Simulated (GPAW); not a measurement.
# CaCuH2 (R-3m) in GPAW: a series of runs, part 2 of 3

GPAW 26.7.0.

## 3. Relaxation of cell and atoms, PBE+D3(BJ)

The input, run.py:

```python
from ase import Atoms
from ase.calculators.mixing import SumCalculator
from ase.filters import FrechetCellFilter
from ase.io import write
from ase.optimize import BFGS
from dftd3.ase import DFTD3
from gpaw import GPAW, PW

atoms = Atoms(['Ca', 'Cu', 'H', 'H'],
              cell=[[1.945241188, 1.1230855235, 4.35738],
                    [-1.945241188, 1.1230855235, 4.35738],
                    [0.0, -2.246171047, 4.35738]],
              scaled_positions=[[0.5, 0.5, 0.5],
                                [0.0, 0.0, 0.0],
                                [0.88181, 0.88181, 0.88181],
                                [0.11819, 0.11819, 0.11819]],
              pbc=True)

calc = GPAW(mode=PW(600),
            xc='PBE',
            kpts={'size': (6, 6, 6), 'gamma': True},
            occupations={'name': 'fermi-dirac', 'width': 0.05},
            nbands=24,
            convergence={'density': 1e-05, 'forces': 0.0001},
            maxiter=150,
            txt='gpaw.txt')
atoms.calc = SumCalculator([calc, DFTD3(method='pbe', damping='d3bj')])
opt = BFGS(FrechetCellFilter(atoms), trajectory='relax.traj', logfile='-')
done = opt.run(fmax=0.02, steps=60)
calc.write('gs.gpw')
write('result.traj', atoms)
print('Converged:', done)
print('Cell:', atoms.cell.cellpar().round(4))
print('Volume:', round(atoms.get_volume(), 4))
print(atoms.get_scaled_positions().round(5))
```

Potentials or basis: GPAW PAW data sets (gpaw-data 1.2.1), pw.

Run with:

```bash
$ OMP_NUM_THREADS=1 python run.py
```

gpaw.txt:

```text
__  _  _
 | _ |_)|_||  |
 |__||  | ||/\| - 26.7.0

Input parameters:
  mode=PW(ecut=600.0),
  convergence={'density': 1e-05, 'forces': 0.0001},
  kpts=MonkhorstPack(size=(6, 6, 6), gamma=True),
  maxiter=150,
  nbands=24,
  occupations=Occupations(name='fermi-dirac', width=0.05),
  xc=XC(name='PBE')

Diagonalizing LCAO Hamiltonian
Converting LCAO to pw mode

       H

       Ca

       H

       Cu

Atoms  # Å, Bohr magnetons
|   | symbol |         x |         y |         z |    initial magnetic moments |
|---|--------|-----------|-----------|-----------|-----------------------------|
| 0 |     Ca |  0.000000 |  0.000000 |  6.536070 | ( 0.0000,  0.0000,  0.0000) |
| 1 |     Cu |  0.000000 |  0.000000 |  0.000000 | ( 0.0000,  0.0000,  0.0000) |
| 2 |      H |  0.000000 | -0.000000 | 11.527144 | ( 0.0000,  0.0000,  0.0000) |
| 3 |      H | -0.000000 |  0.000000 |  1.544996 | ( 0.0000,  0.0000,  0.0000) |

Unit cell  # Å
| periodic |         x |         y |        z |  lengths |    angles |
|----------|-----------|-----------|----------|----------|-----------|
|      yes |  1.945241 |  1.123086 | 4.357380 | 4.902249 | 46.757299 |
|      yes | -1.945241 |  1.123086 | 4.357380 | 4.902249 | 46.757299 |
|      yes |  0.000000 | -2.246171 | 4.357380 | 4.902249 | 46.757299 |

Number of symmetries: 12
Symmetry operations  # r_c * U_cc + t_c -> r_c
|    | kind |            matrix            |
|----|------|------------------------------|
|  0 |  E   |  1, 0, 0,  0, 1, 0,  0, 0, 1 |
|  1 |  σ   |  1, 0, 0,  0, 0, 1,  0, 1, 0 |
|  2 |  σ   |  0, 1, 0,  1, 0, 0,  0, 0, 1 |
|  3 |  C3  |  0, 1, 0,  0, 0, 1,  1, 0, 0 |
|  4 |  C3  |  0, 0, 1,  1, 0, 0,  0, 1, 0 |
|  5 |  σ   |  0, 0, 1,  0, 1, 0,  1, 0, 0 |
|  6 |  C2  |  0, 0,-1,  0,-1, 0, -1, 0, 0 |
|  7 |  S6  |  0, 0,-1, -1, 0, 0,  0,-1, 0 |
|  8 |  S6  |  0,-1, 0,  0, 0,-1, -1, 0, 0 |
|  9 |  C2  |  0,-1, 0, -1, 0, 0,  0, 0,-1 |
| 10 |  C2  | -1, 0, 0,  0, 0,-1,  0,-1, 0 |
| 11 |  i   | -1, 0, 0,  0,-1, 0,  0, 0,-1 |

BZ-sampling:
  Number of BZ points: 216
  Number of IBZ points: 32

  Monkhorst-Pack size: [6, 6, 6]
  Monkhorst-Pack shift: [0.08333333333333333, 0.08333333333333333, 0.08333333333333333]

K-points  # in reciprocal-cell coordinates
|     |                                coordinates |     weight |
|-----|--------------------------------------------|------------|
|   0 | (  0.00000000,   0.00000000,   0.00000000) | 0.00462963 |
|   1 | (  0.16666667,   0.00000000,  -0.16666667) | 0.02777778 |
|   2 | (  0.16666667,   0.00000000,   0.00000000) | 0.02777778 |
|   3 | (  0.16666667,   0.16666667,  -0.16666667) | 0.02777778 |
|   4 | (  0.16666667,   0.16666667,   0.00000000) | 0.02777778 |
|   5 | (  0.16666667,   0.16666667,   0.16666667) | 0.00925926 |
|   6 | (  0.33333333,  -0.16666667,  -0.16666667) | 0.02777778 |
|   7 | (  0.33333333,   0.00000000,  -0.33333333) | 0.02777778 |
|   8 | (  0.33333333,   0.00000000,  -0.16666667) | 0.05555556 |
|   9 | (  0.33333333,   0.00000000,   0.00000000) | 0.02777778 |
| ... |                                            |            |
|  31 | (  0.50000000,   0.50000000,   0.50000000) | 0.00462963 |

Plane wave coefficients: 1925
Cutoff: 600.0 eV

Spin-components: 1 (collinear spins)
Bands:           24
Projectors:      17
Spin-degeneracy: 2
Datatype:        complex128
[... 633 lines left out ...]
eigensolver:
  PPCG
  Converge bands: occupied
  niter=2

density mixing:
  MSR1-Mixer
  Pratt-step length: 0.05
  Maximum mixing coefficient: 0.75
  Old densities: 10
  SVD Regularization: 0.005
  Good broyden scale: 1.0
  Trust region scale: 1.0
  Backstep threshold: 4.0
  History deletion threshold: 6.0
  Fourier metric: weight=20.0, sigma=0.015

occupation numbers:
  Fermi-Dirac:
    width: 0.0500  # eV

poisson solver:
  ecut: 4800.0  # eV

xc functional:
  name: PBE with 2 nearest neighbor stencil

convergence criteria:
- Maximum integral of absolute [dens]ity change: 1e-05 electrons / valence electron
- Maximum change in the atomic [forces] across last 2 cycles: 0.0001 eV/Ang OR
Maximum error relative to the maximum force is below inf
- Maximum [total energy] change in last 3 cyles: 0.0005 eV / valence electron
- Maximum integral of absolute [eigenst]ate change: 4e-08 eV^2 / valence electron
maximum number of iterations: 150

SCF iterations
|iter     | |      energy | eigst |  dens |force |
|---------|-|-------------|-------|-------|------|
|iter:   1| |  -13.459609 | -1.05 |       |      |
|iter:   2| |  -13.365712 | -2.77 | -1.37 |      |
|iter:   3| |  -13.262527 | -2.39 | -1.48 |      |
|iter:   4| |  -13.242033 | -3.37 | -1.84 |      |
|iter:   5| |  -13.240289 | -3.80 | -2.18 |      |
|iter:   6| |  -13.241061c| -4.61 | -2.69 |      |
|iter:   7| |  -13.241203c| -5.53 | -3.17 |      |
|iter:   8| |  -13.241216c| -6.28 | -3.62 |      |
|iter:   9| |  -13.241215c| -7.97c| -4.39 |      |
|iter:  10| |  -13.241215c| -8.30c| -4.75 |      |
|iter:  11| |  -13.241215c| -8.69c| -5.62c|      |
|iter:  12| |  -13.241215c|-10.01c| -6.43c|-5.64c|

Converged in 12 steps
Energy contributions relative to reference atoms: (reference = -63557.301398)

Energy contributions:
  Kinetic:          -3.032140
  Coulomb:           2.101276
  Zero:             -0.522467
  External:          0.000000
  Xc:              -11.780996
  Entropy:          -0.013773
  Spinorbit:         0.000000
  ----------------------------
  Free energy:     -13.248101
  Extrapolated:    -13.241215

dipole moment: (0.000000, -0.000000, -28.152133)  # |e|*Ang

Fermi level: 4.500
Eigenvalues  # (at kpt = [0.000, 0.000, 0.000])
| band index |      eig [eV] | occ [0-2] |
|------------|---------------|-----------|
|          0 |       -36.537 |     2.000 |
|        ... |               |           |
|          3 |       -17.526 |     2.000 |
|          4 |        -3.907 |     2.000 |
|          5 |         0.487 |     2.000 |
|          6 |         1.098 |     2.000 |
|          7 |         1.098 |     2.000 |
|          8 |         1.368 |     2.000 |
[... 8 lines left out ...]
|         17 |        11.862 |     0.000 |
|         18 |        11.862 |     0.000 |
|        ... |               |           |
|         23 |        17.799 |     0.000 |

No gap
No difference between direct/indirect transitions

Stress tensor  # eV/Ang^3
|         x |         y |         z |
|-----------|-----------|-----------|
| -0.015440 | -0.000000 | -0.000000 |
| -0.000000 | -0.015440 |  0.000000 |
| -0.000000 |  0.000000 | -0.009700 |

Forces  # eV/Ang
|        x |        y |        z |
|----------|----------|----------|
|  0.00000 |  0.00000 | -0.00000 |  # Ca   0
|  0.00000 |  0.00000 |  0.00000 |  # Cu   1
| -0.00000 |  0.00000 |  0.08618 |  # H    2
|  0.00000 | -0.00000 | -0.08618 |  # H    3

Interpolating wave functions to new cell

       H

       Ca

       H

       Cu
[... 475 lines left out ...]
Energy contributions:
  Kinetic:          -2.848834
  Coulomb:           1.962383
  Zero:             -0.521029
  External:          0.000000
  Xc:              -11.825926
  Entropy:          -0.013966
  Spinorbit:         0.000000
  ----------------------------
  Free energy:     -13.247372
  Extrapolated:    -13.240389

dipole moment: (0.000000, -0.000000, -28.117532)  # |e|*Ang

Fermi level: 4.517
Eigenvalues  # (at kpt = [0.000, 0.000, 0.000])
| band index |      eig [eV] | occ [0-2] |
|------------|---------------|-----------|
|          0 |       -36.528 |     2.000 |
|        ... |               |           |
|          3 |       -17.518 |     2.000 |
|          4 |        -3.916 |     2.000 |
|          5 |         0.482 |     2.000 |
|          6 |         1.094 |     2.000 |
|          7 |         1.094 |     2.000 |
|          8 |         1.373 |     2.000 |
[... 8 lines left out ...]
|         17 |        11.867 |     0.000 |
|         18 |        11.867 |     0.000 |
|        ... |               |           |
|         23 |        17.818 |     0.000 |

No gap
No difference between direct/indirect transitions

Stress tensor  # eV/Ang^3
|         x |         y |         z |
|-----------|-----------|-----------|
| -0.015560 | -0.000000 | -0.000000 |
| -0.000000 | -0.015560 |  0.000000 |
| -0.000000 |  0.000000 | -0.015040 |

Forces  # eV/Ang
|        x |        y |        z |
|----------|----------|----------|
|  0.00000 |  0.00000 |  0.00000 |  # Ca   0
| -0.00000 |  0.00000 |  0.00000 |  # Cu   1
|  0.00000 | -0.00000 | -0.00346 |  # H    2
| -0.00000 |  0.00000 |  0.00346 |  # H    3

# Writing to gs.gpw (mode='')
```

It took 3.1 min on 1 thread of Arm Neoverse V1, shared host; peak memory 0.26 GiB.

Results:

- Free energy: -14.0784 eV
- Relaxed volume: 13.58 Å³/atom
- Relaxed cell: a = 4.826 Å, b = 4.826 Å, c = 4.826 Å, α = 46.65°, β = 46.65°, γ = 46.65°
- Space group after relaxing (to 0.05 Å): R-3m (No. 166)
- Energy gained by relaxing: 4.4 meV/atom
- Ionic steps: 5
- Pressure after relaxing: -0.1 GPa
- Band gap on the k mesh: none (metal or under the smearing width)
- Dispersion energy per atom: -0.208 eV

Forces on the atoms (eV/Å):
```
Ca   0.000  0.000  0.000
Cu   0.000  0.000  0.000
H    0.000  0.000 -0.003
H    0.000  0.000  0.003
```

Step by step:
```csv
step,energy change (eV),largest force (eV/Å),pressure (GPa),volume (Å³)
1,0.0000,0.0896,-1.87,57.12
2,-0.0013,0.0820,-1.82,57.01
3,-0.0170,0.0867,-0.34,54.40
4,-0.0173,0.0688,-0.32,54.42
5,-0.0177,0.0029,-0.05,54.30
```

Final structure:
```cif
data_structure
_symmetry_space_group_name_H-M 'P 1'
_symmetry_Int_Tables_number 1
_cell_length_a 4.8262
_cell_length_b 4.8262
_cell_length_c 4.8262
_cell_angle_alpha 46.654
_cell_angle_beta 46.654
_cell_angle_gamma 46.654
_cell_volume 54.30
loop_
_atom_site_label
_atom_site_type_symbol
_atom_site_fract_x
_atom_site_fract_y
_atom_site_fract_z
_atom_site_occupancy
Ca1 Ca 0.50000 0.50000 0.50000 1
Cu1 Cu 0.00000 0.00000 0.00000 1
H1 H 0.87980 0.87980 0.87980 1
H2 H 0.12020 0.12020 0.12020 1
```

Caveat: with this Cu data set, volumes or pressures lay over 1.5 % or 2 GPa off other programs in two to four cells of ten; later steps reuse the first step's grids; pairwise dispersion overbinds metals, which lowers pressure and volume.

(Continued in part 3 of 3.)
